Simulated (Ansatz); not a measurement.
# C3H6O2Si: the cost of one run

Method: RKS B3LYP/def2-SVP, in Ansatz 0.2.0.

## Step 1: Starting point

Bond lengths: C1–C2 1.299 Å, C2–O3 1.378 Å, C2–Si4 1.941 Å, Si4–C5 1.820 Å, C5–O6 1.247 Å, C1–H7 1.071 Å, C1–H8 1.115 Å, O3–H9 0.918 Å, Si4–H10 1.499 Å, Si4–H11 1.543 Å, C5–H12 1.070 Å. Angles (14 of 16 angles, heavy atoms first): C1–C2–O3 118.9°, C1–C2–Si4 125.3°, O3–C2–Si4 115.8°, C2–Si4–C5 111.7°, Si4–C5–O6 117.9°, C2–C1–H7 124.3°, C2–C1–H8 120.0°, C2–O3–H9 109.3°, C2–Si4–H10 105.8°, C2–Si4–H11 103.4°, C5–Si4–H10 115.9°, C5–Si4–H11 114.6°, Si4–C5–H12 118.5°, O6–C5–H12 123.6°.

Structure file:

```xyz
12

C    -1.8338   -0.8208    0.0136
C    -0.5694   -0.6207   -0.2047
O     0.0698   -1.3806   -1.1607
Si    0.5487    0.6410    0.7563
C     1.9545    1.2010   -0.2541
O     2.5195    2.2639    0.0715
H    -2.4439   -1.4951   -0.5523
H    -2.3865   -0.1699    0.7313
H    -0.5243   -1.9843   -1.5151
H     0.8978   -0.0289    2.0516
H    -0.4361    1.7575    1.1606
H     2.2806    0.5816   -1.0640
```

## Step 2: Relaxing end A

Input file input.yaml:

```yaml
crystal:
  periodic: [false, false, false]
  atoms:
    - { symbol: C, position_ang: [-1.8338, -0.8208, 0.0136] }
    - { symbol: C, position_ang: [-0.5694, -0.6207, -0.2047] }
    - { symbol: O, position_ang: [0.0698, -1.3806, -1.1607] }
    - { symbol: Si, position_ang: [0.5487, 0.641, 0.7563] }
    - { symbol: C, position_ang: [1.9545, 1.201, -0.2541] }
    - { symbol: O, position_ang: [2.5195, 2.2639, 0.0715] }
    - { symbol: H, position_ang: [-2.4439, -1.4951, -0.5523] }
    - { symbol: H, position_ang: [-2.3865, -0.1699, 0.7313] }
    - { symbol: H, position_ang: [-0.5243, -1.9843, -1.5151] }
    - { symbol: H, position_ang: [0.8978, -0.0289, 2.0516] }
    - { symbol: H, position_ang: [-0.4361, 1.7575, 1.1606] }
    - { symbol: H, position_ang: [2.2806, 0.5816, -1.064] }
basis:
  gaussian: { orbitals: def2-SVP }
hamiltonian:
  xc: b3lyp
relax:
  f_tol: 0.015
  max_steps: 40
```

The run is started by

```
> ansatz run input.yaml --threads 2 --pin off --max-ram 3072MiB --backend cpu --events-out ev --progress --plain --runs-dir out
```

What time and memory should one allow on 2 threads of Arm Neoverse V2, shared host?

About 43 s, with a peak of 0.28 GiB.
